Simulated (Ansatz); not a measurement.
# NaScTe2: a single-point run

Wanted: a converged single-point run for NaScTe2, and a check of what comes out. The structure is shown as the input types it. The cell is built on a prototype (ordering on rocksalt) and needn't be the phase found in nature.

Computed with Ansatz 0.2.0 (density functional or hybrid calculation with the settings of its input, plane waves (as first typed), unless a step's input says otherwise).

5 further runs of the same task are left out: 2 for a known fault of the program, 3 that didn't finish.

## Step 1: The system as given

The structure is tetragonal, space group P4/mmm (No. 123). The conventional cell has a = 4.310 Å, b = 4.310 Å, c = 5.899 Å, α = 90.00°, β = 90.00°, γ = 90.00°. Around Na (site symmetry 4/mmm) lie 6 Te at 2.95 to 3.05 Å. Te (site symmetry 4/mmm) has 2 Na at 2.95 Å and 4 Sc at 3.05 Å as nearest neighbours. Sc (site symmetry 4/mmm) has 6 Te at 2.95 to 3.05 Å as nearest neighbours. Around Te (site symmetry 4/mmm) lie 2 Sc at 2.95 Å and 4 Na at 3.05 Å.

Structure file:

```
Na Te Sc
1.0
     4.30993    0.00000    0.00000
     0.00000    4.30993    0.00000
     0.00000    0.00000    5.89917
Na Te Sc
1 2 1
Direct
  0.00000 0.00000 0.00000
  0.00000 0.00000 0.50000
  0.50000 0.50000 0.00000
  0.50000 0.50000 0.50000
```

## Step 2: The calculation

File input.yaml:

```yaml
crystal:
  lattice:
    - [4.3099310216, 0.0, 0.0]
    - [0.0, 4.3099310216, 0.0]
    - [0.0, 0.0, 5.899166876]
  atoms:
    - { symbol: Na, position: [0.0, 0.0, 0.0] }
    - { symbol: Te, position: [0.0, 0.0, 0.5] }
    - { symbol: Sc, position: [0.5, 0.5, 0.5] }
    - { symbol: Te, position: [0.5, 0.5, 0.0] }
kpoints:
  mp_grid: { grid: [4, 4, 4] }
hamiltonian:
  xc: scan
scf:
  occupations: { method: fermi_dirac, width: 0.02 }
  n_extra_bands: 5
output:
  forces: true
  stress: true
  eigenvalues: true
```

On the command line:

```console
$ ansatz run input.yaml --threads 4 --pin off --max-ram 3686MiB --backend cpu --events-out ev --progress --plain --runs-dir out
```

**Question.** How will this run end, and is anything wrong with its input?

The program refused the input before any cycle. It says: «line 14 column 7: hamiltonian.xc: unknown variant `scan`, expected one of `lda`, `lda-pw`, `pw92`, `pbe`, `pbesol`, `rpbe`, `revpbe`, `blyp`, ...»

The suspect setting: hamiltonian.xc is scan. The functional or method isn't one that the program knows by that name.

The cure: set hamiltonian.xc to r2scan. Any name on the list would pass the check; a listed functional of a like name need not be the same functional.
